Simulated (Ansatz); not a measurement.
GeH6O2Si, SMILES [OH][GeH]([OH])[SiH3]: an atomisation energy, run with Ansatz's Python interface.

Script `tae.py`:
```python
"""Energy to split GeH6O2Si into its atoms."""

from collections import Counter

import ansatz as az


def energy_of(molecule, charge=0, unpaired=0):
    calc = molecule.calculation().basis(gaussian="def2-TZVP").functional("PBE")
    if charge:
        calc = calc.charge(charge)
    if unpaired:
        calc = calc.spin("collinear", total=unpaired)
    return calc.run(threads=1, pin="off").report["free_energy_ev"]

geometry_ang = [
    ("O", [-0.4161, 1.1176, -1.6649]),
    ("Ge", [0.1467, 0.8627, -0.0242]),
    ("O", [1.8975, 1.0461, -0.021]),
    ("Si", [-0.3412, -1.2677, 0.6332]),
    ("H", [-1.446, 1.0743, -1.6119]),
    ("H", [-0.4807, 1.9048, 0.9536]),
    ("H", [2.2815, 0.3679, -0.647]),
    ("H", [-1.8397, -1.4079, 0.6104]),
    ("H", [0.0901, -1.5021, 2.04]),
    ("H", [0.1911, -2.2469, -0.2651]),
]
molecule = az.Crystal.molecule()
for symbol, xyz in geometry_ang:
    molecule = molecule.atom(symbol, xyz)

# unpaired electrons of the ground-state atoms
unpaired = {"O": 2, "Ge": 2, "Si": 2, "H": 1}
counts = Counter(site.symbol for site in molecule.cartesian_sites)
atom_energy = {s: energy_of(az.Crystal.molecule().atom(s, (0, 0, 0)), 0, unpaired[s]) for s in counts}
whole = energy_of(molecule, 0, 0)
for s, e in atom_energy.items():
    print(f"{s:2s} x{counts[s]}  {e:14.5f} eV")
print(f"GeH6O2Si: {whole:.5f} eV")
split = sum(counts[s] * e for s, e in atom_energy.items()) - whole
print(f"atomisation energy (no zero-point term): {23.060548 * split:.1f} kcal/mol, {split / sum(counts.values()):.3f} eV an atom")
```

What does it cost to take this molecule apart into atoms?

744.3 kcal/mol from the electronic energies, without the zero-point term.

The output:

```console
$ python tae.py
O  x2     -2041.11715 eV
Ge x1    -56507.21275 eV
Si x1     -7870.15470 eV
H  x6       -13.59523 eV
GeH6O2Si: -68573.44876 eV
atomisation energy (no zero-point term): 744.3 kcal/mol, 3.228 eV an atom
```

Total energies depend on the basis set; only differences at equal settings carry meaning. The geometry is a force-field or estimated start, not a minimum of this method, and the basis set is short of its limit. All parts are taken at fixed geometry, without zero-point energy. This functional overbinds, so such energies come out a few per cent too high (LDA far more). It ran for 6.9 s on 1 thread of Arm Neoverse V1 (shared host), peak memory 0.28 GiB.

(Lines on the test bed's own set-up are left out of the output.)
